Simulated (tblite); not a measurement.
# H18Si40: the cost of one run

Computed with tblite 0.8.0 and PySCF 2.14.0 and routines of our own; the level stands in each step. Atoms count from 0.

1 further run of the same task is left out (for a known fault of the program).

## Step 1: The system as given

58 atoms, charge 0, multiplicity 1; geometry from: force field, distance geometry or constructed start.

## Step 2: Relaxing the molecule with GFN1-xTB

What the job is given:

```
{"job": {"kind": "relax", "xc": "GFN1-xTB", "basis": "xTB"}, "charge": 0, "multiplicity": 1}
Si    -6.770000     2.792100    -0.226600
Si    -8.713800     3.914100     0.218100
Si   -10.641100     2.791600    -0.224000
Si   -10.647000     0.563200     0.218800
Si    -8.711600    -0.560000    -0.221600
Si    -6.778200     0.558300     0.222400
Si     6.775000    -0.557100    -0.228300
Si     4.842600     0.561500     0.226500
Si     2.906200    -0.560900    -0.225400
Si     2.900700    -2.794700     0.226600
Si     4.837100    -3.912700    -0.227100
Si     6.772400    -2.795900     0.225000
Si     0.964400     2.794600    -0.220000
Si    -0.965600     3.910900     0.222300
Si    -2.905700     2.799000    -0.224800
Si    -2.905400     0.559400     0.231300
Si    -0.967400    -0.556900    -0.224100
Si     0.966700     0.555400     0.224000
Si   -12.582600    -0.557000    -0.222500
Si   -12.579200    -2.793000     0.227700
Si   -10.648600    -3.907700    -0.223500
Si    -8.711500    -2.792400     0.224800
Si     4.842600     2.798500    -0.218400
Si     2.899300     3.907200     0.223500
Si    -4.838700     3.914100     0.225900
Si    -4.845300    -0.559700    -0.222500
Si    -4.838500    -2.791600     0.224300
Si    -2.904100    -3.910900    -0.223800
Si    -0.967200    -2.793500     0.223000
Si    12.583100     2.794300    -0.221600
Si    10.649900     3.912100     0.223900
Si     8.708700     2.795200    -0.224800
Si     8.709600     0.558900     0.223100
Si    10.648400    -0.560100    -0.221300
Si    12.583200     0.560600     0.221700
Si     0.968300    -3.909300    -0.227900
Si     8.709800    -3.911400    -0.229100
Si    10.647200    -2.791400     0.222400
Si    -6.773800    -3.915400    -0.225100
Si     6.770100     3.914900     0.226200
H     -8.710700     5.320900    -0.055400
H    -11.863000     3.494200     0.062900
H      4.844100    -5.322200     0.055600
H     -0.965200     5.322700    -0.061000
H    -13.808300     0.148700     0.061600
H    -13.806500    -3.498200    -0.062600
H    -10.643900    -5.323100     0.058600
H      2.903200     5.325800    -0.056900
H     -4.837600     5.323600    -0.059000
H     -2.901600    -5.322500     0.061200
H     13.803700     3.492500     0.062300
H     10.652900     5.324500    -0.059500
H     13.804200    -0.147400    -0.059100
H      0.964400    -5.324800     0.056200
H      8.711300    -5.324100     0.060700
H     11.868400    -3.496800    -0.058600
H     -6.768300    -5.328900     0.057300
H      6.777600     5.330800    -0.059900
```

Started as:

```console
> OMP_NUM_THREADS=8 python large_run.py task.json out
```

This one command runs all jobs of the session in turn.

**Question.** How long does this first job take on 8 threads of Arm Neoverse V1, shared host, and how much memory does it need?

About 15 s, with a peak of 0.17 GiB.
